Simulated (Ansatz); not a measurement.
# FH3O2Si2: small, medium and large basis sets

One table from this session's results is given with a row withheld; the runs are named, their logs left out.

Program: Ansatz 0.2.0, Gaussian basis. Level of theory: one geometry, several basis sets. These are calculated values, not measurements.

Levels to be run: PBE0-D4/def2-SVP; ωB97M-V/def2-SVP; PBE0-D4/def2-QZVPP; ωB97M-V/def2-QZVPP; the functionals' def2-TZVPP values are taken from earlier runs.

## Structure used throughout

An earlier PBE0-D4 in a triple-zeta def2 set relaxation fixed the geometry.

8 atoms, charge 0, spin multiplicity 1.

Atoms are counted from 1 here; the program's logs count them from 0.

Bond lengths: O1–Si2 1.590 Å, O1–H6 0.984 Å, Si2–O3 1.543 Å, Si2–H7 1.465 Å, O3–Si4 1.869 Å, Si4–F5 1.714 Å, Si4–H8 1.531 Å. Angles: Si2–O1–H6 109.7°, O1–Si2–O3 124.2°, O1–Si2–H7 113.4°, O3–Si2–H7 122.2°, Si2–O3–Si4 128.2°, O3–Si4–F5 92.0°, O3–Si4–H8 91.0°, F5–Si4–H8 95.3°.

The first run:

in.yaml reads:

```yaml
crystal:
  periodic: [false, false, false]
  atoms:
    - {symbol: O, position_ang: [-0.891339, 0.671748, 1.356214]}
    - {symbol: Si, position_ang: [0.549103, 0.031116, 1.150347]}
    - {symbol: O, position_ang: [1.123838, -0.386243, -0.218993]}
    - {symbol: Si, position_ang: [0.411248, -0.067730, -1.917029]}
    - {symbol: F, position_ang: [-1.068159, 0.492085, -1.258148]}
    - {symbol: H, position_ang: [-1.346572, 0.749241, 0.487436]}
    - {symbol: H, position_ang: [1.344610, -0.018020, 2.379115]}
    - {symbol: H, position_ang: [-0.030627, -1.529296, -2.034842]}
basis:
  gaussian: {orbitals: def2-SVP}
hamiltonian: {xc: pbe0, dispersion: d4}
output: {orbitals: {seedname: orbitals}}
```

The run is started by

```
ansatz run in.yaml --threads 2 --pin off --events-out ev --progress --plain --max-ram 4352MiB
```

Steps of the session up to this table: PBE0-D4 in def2-SVP; ωB97M-V in def2-SVP; PBE0-D4 in def2-QZVPP; ωB97M-V in def2-QZVPP.

One table of the session follows, with a row left open; its other results are not shown here.

It belongs to the step «Functionals by basis». 

```
functional       basis  HOMO (eV)  LUMO (eV)
   PBE0-D4    def2-SVP      -5.19      -2.16
   PBE0-D4  def2-TZVPP      -5.28      -2.36
   PBE0-D4  def2-QZVPP          ?          ?
   ωB97M-V    def2-SVP      -7.10      -0.16
   ωB97M-V  def2-TZVPP      -7.25      -0.48
   ωB97M-V  def2-QZVPP      -7.29      -0.61
```

**Question.** Estimate the row for PBE0-D4, def2-QZVPP.

As computed: HOMO (eV): -5.31; LUMO (eV): -2.43. In the column «HOMO (eV)» it lies between ωB97M-V, def2-SVP (-7.10) and PBE0-D4, def2-TZVPP (-5.28).
